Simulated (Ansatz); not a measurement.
# BrGaH₂S₂: one species, many methods

How much do the methods differ for BrGaH₂S₂? The plan is to run it at one geometry with functionals of several rungs and with coupled cluster, and see how far each lands from CCSD(T) at the basis-set limit for the atomisation energy.

Program: Ansatz 0.2.0, Gaussian basis. Level of theory: functionals in def2-TZVPP, the program's frozen cores in correlated methods. These are calculated values, not measurements.

The runs, in order: PBE-D4, r2SCAN-D4, PBE0-D4, B3LYP-D4, ωB97X-V, ωB97M-V, B2PLYP; CCSD(T)/def2-TZVPP; MP2/def2-QZVPP; extrapolation to the limit.

## (1) The geometry

All runs share one geometry, relaxed beforehand with PBE0-D4 in a triple-zeta def2 set.

6 atoms, charge 0, spin multiplicity 1.

Atoms are counted from 1 here; the program's logs count them from 0.

Bond lengths: S1–Ga2 2.185 Å, S1–H5 1.345 Å, Ga2–S3 2.188 Å, Ga2–Br4 2.280 Å, S3–H6 1.344 Å. Angles: Ga2–S1–H5 93.2°, S1–Ga2–S3 122.8°, S1–Ga2–Br4 117.6°, S3–Ga2–Br4 119.6°, Ga2–S3–H6 92.8°.

Coordinates:

```xyz
6
BrGaH2S2
S    -0.25255    2.01302    0.95710
Ga    0.00991    0.24582   -0.30043
S     0.09156   -1.78563    0.50911
Br    0.20371    0.56956   -2.54941
H    -0.30602    1.29163    2.09062
H     0.25337   -2.33439   -0.70699
```

## (2) PBE-D4 (GGA)

File in.yaml:

```yaml
crystal:
  periodic: [false, false, false]
  atoms:
    - {symbol: S, position_ang: [-0.252549, 2.013024, 0.957097]}
    - {symbol: Ga, position_ang: [0.009914, 0.245816, -0.300432]}
    - {symbol: S, position_ang: [0.091564, -1.785625, 0.509105]}
    - {symbol: Br, position_ang: [0.203711, 0.569555, -2.549405]}
    - {symbol: H, position_ang: [-0.306019, 1.291626, 2.090615]}
    - {symbol: H, position_ang: [0.253368, -2.334386, -0.706990]}
basis:
  gaussian: {orbitals: def2-TZVPP}
hamiltonian: {xc: pbe, dispersion: d4}
output: {forces: true, orbitals: {seedname: orbitals}}
```

The run is started by

```
$ ansatz run in.yaml --threads 2 --pin off --events-out ev --progress --plain --max-ram 22528MiB --backend cpu
```

Further steps of the session: r2SCAN-D4 (meta-GGA); PBE0-D4 (hybrid); B3LYP-D4 (hybrid); ωB97X-V (range-separated); ωB97M-V (range-separated); B2PLYP (double hybrid); CCSD(T) in def2-TZVPP; MP2 in def2-QZVPP.

Before running them: what should the planned runs give, taken together? Wanted: atomisation energy, CCSD(T)/CBS; farthest; mean size of error, hybrid; mean size of error, range-separated; gap, smallest and largest; T1 diagnostic; triples share of the correlation energy.

As calculated:

| quantity | value |
| --- | --- |
| atomisation energy, CCSD(T)/CBS | 1670.6 kJ/mol |
| functionals within 16.7 kJ/mol (1.0 %) | PBE-D4, r2SCAN-D4, PBE0-D4, ωB97X-V, ωB97M-V |
| farthest | B2PLYP (-58.1 kJ/mol) |
| mean size of error, hybrid | 32.0 kJ/mol |
| mean size of error, range-separated | 7.5 kJ/mol |
| gap, smallest and largest | 4.42 eV (PBE-D4), 10.95 eV (ωB97X-V) |
| T1 diagnostic | 0.0109 |
| triples share of the correlation energy | 4.2 % |

In words: PBE-D4 misses by +5.1 kJ/mol. Double hybrids carry the basis error of their MP2 part in triple zeta, and no dispersion term here, so their miss is partly the set-up's. The reference freezes the cores and leaves out relativity and excitations past (T), and its outer-core shells are covered unevenly, so misses under about 16.7 kJ/mol can't be ranked. All levels share the lack of spin-orbit coupling, which lowers the free heavy atoms and so the true binding. Hartree-Fock recovers 70 % of the binding; the rest is correlation. The gap grows from 4.4 to 11.0 eV across the functionals, mostly with the share of exact exchange. Correlated methods include outer-core shells of Br, Ga, which these sets cover unevenly.
